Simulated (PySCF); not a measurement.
# ErH18N6 (Er(NH3)63+): the cost of one run

Computed with PySCF 2.14.0. Level: TPSS, Er lcecp-1-SVP with ECP57, N def2-SVP, H def2-SVP; scalar-relativistic core potentials, no spin–orbit coupling.

3 further runs of the same task are left out: 3 for a known fault of the program.

### Step 1. The starting structure

25 atoms, charge 3, spin multiplicity 1.

Bond lengths: Er1–N2 2.518 Å, Er1–N6 2.518 Å, Er1–N10 2.518 Å, Er1–N14 2.518 Å, Er1–N18 2.518 Å, Er1–N22 2.518 Å, N2–H3 1.036 Å, N2–H4 1.036 Å, N2–H5 1.036 Å, N6–H7 1.036 Å, N6–H8 1.036 Å, N6–H9 1.036 Å, N10–H11 1.036 Å, N10–H12 1.036 Å, N10–H13 1.036 Å, N14–H15 1.036 Å, N14–H16 1.036 Å, N14–H17 1.036 Å and more. Angles: N2–Er1–N6 180.0°, N2–Er1–N10 89.4°, N2–Er1–N14 88.8°, N2–Er1–N18 90.6°, N2–Er1–N22 91.2°, N6–Er1–N10 90.6°, N6–Er1–N14 91.2°, N6–Er1–N18 89.4°, N6–Er1–N22 88.8°, N10–Er1–N14 90.0°, N10–Er1–N18 180.0°, N10–Er1–N22 90.0°, N14–Er1–N18 90.0°, N14–Er1–N22 180.0°, N18–Er1–N22 90.0°, Er1–N2–H3 115.3°, Er1–N2–H4 115.5°, Er1–N2–H5 115.6° and more.

As a file:

```xyz
25

Er    0.0000    0.0000    0.0000
N     0.0219    0.0283    2.5181
H     0.8358    0.5038    2.9486
H    -0.7843    0.5001    2.9665
H     0.0292   -0.9009    2.9768
N    -0.0219   -0.0283   -2.5181
H     0.7843   -0.5001   -2.9665
H    -0.8358   -0.5038   -2.9486
H    -0.0292    0.9009   -2.9768
N     2.5180   -0.0019    0.0050
H     2.9600   -0.4740    0.8148
H     2.9689   -0.4635   -0.8056
H     2.9621    0.9344    0.0124
N     0.0006    2.5176    0.0259
H     0.3963    2.9509    0.8800
H     0.5345    2.9765   -0.7346
H    -0.9328    2.9620   -0.0467
N    -2.5180    0.0019   -0.0050
H    -2.9689    0.4635    0.8056
H    -2.9600    0.4740   -0.8148
H    -2.9621   -0.9344   -0.0124
N    -0.0006   -2.5176   -0.0259
H    -0.5345   -2.9765    0.7346
H    -0.3963   -2.9509   -0.8800
H     0.9328   -2.9620    0.0467
```

Formal oxidation states: Er +3. Each metal's 11 4f electrons lie in its core potential, so multiplicities, spins and levels count the valence alone. An earlier session relaxed this geometry at TPSS, Er lcecp-1-SVP with ECP57, N def2-SVP, H def2-SVP (singlet, point group Ci).

Its energy there is -376.634405 Eh.

### Step 2. Atoms moved at random, σ = 0.06 Å

Input file run.py (the lines that set the calculation):

```python
mol = gto.M(atom='''
Er    -0.03905     0.08367    -0.03494
N      0.08850    -0.02455     2.55583
H      0.73824     0.50305     2.94991
H     -0.80191     0.37538     2.92963
H     -0.02898    -0.88672     2.99981
N      0.00951    -0.07916    -2.58319
H      0.86030    -0.43005    -2.88573
H     -0.81393    -0.46677    -2.91638
H     -0.04744     0.95528    -3.01162
N      2.51033     0.06803    -0.00052
H      2.99736    -0.50252     0.80694
H      3.03976    -0.46586    -0.87079
H      2.95791     0.89423     0.01503
N     -0.00509     2.42417     0.04989
H      0.46759     2.97747     0.82755
H      0.55067     2.86410    -0.70965
H     -0.94795     3.01442    -0.01749
N     -2.57040     0.10805    -0.09770
H     -2.97935     0.50335     0.86431
H     -2.95446     0.47624    -0.77984
H     -2.95694    -1.01846    -0.06831
N      0.06528    -2.45179    -0.06914
H     -0.56194    -3.02092     0.77578
H     -0.51675    -2.94757    -0.83024
H      0.93875    -2.95308     0.10087''',
    basis={'Er': 'lcecp-1-SVP', 'N': 'def2-SVP', 'H': 'def2-SVP'},
    ecp={'Er': 'lcecp-1-SVP'},
    charge=3, spin=0)
mf = dft.RKS(mol, xc='TPSS')
mf.grids.atom_grid = (50, 194)  # f atoms: unpruned, at least (60, 302)
mf = mf.density_fit()  # fitting sets: Er AutoAux, N def2-universal-JKFIT, H def2-universal-JKFIT
mf.conv_tol = 1e-08; mf.max_cycle = 55
mf.kernel(dm0)  # dm0: the density of the relaxed state
```

On the command line:

```bash
OMP_NUM_THREADS=4 python run.py
```

**Question.** How long does this run take on 4 threads of AMD EPYC 9R14 (Zen 4), shared host?

About 21 s.
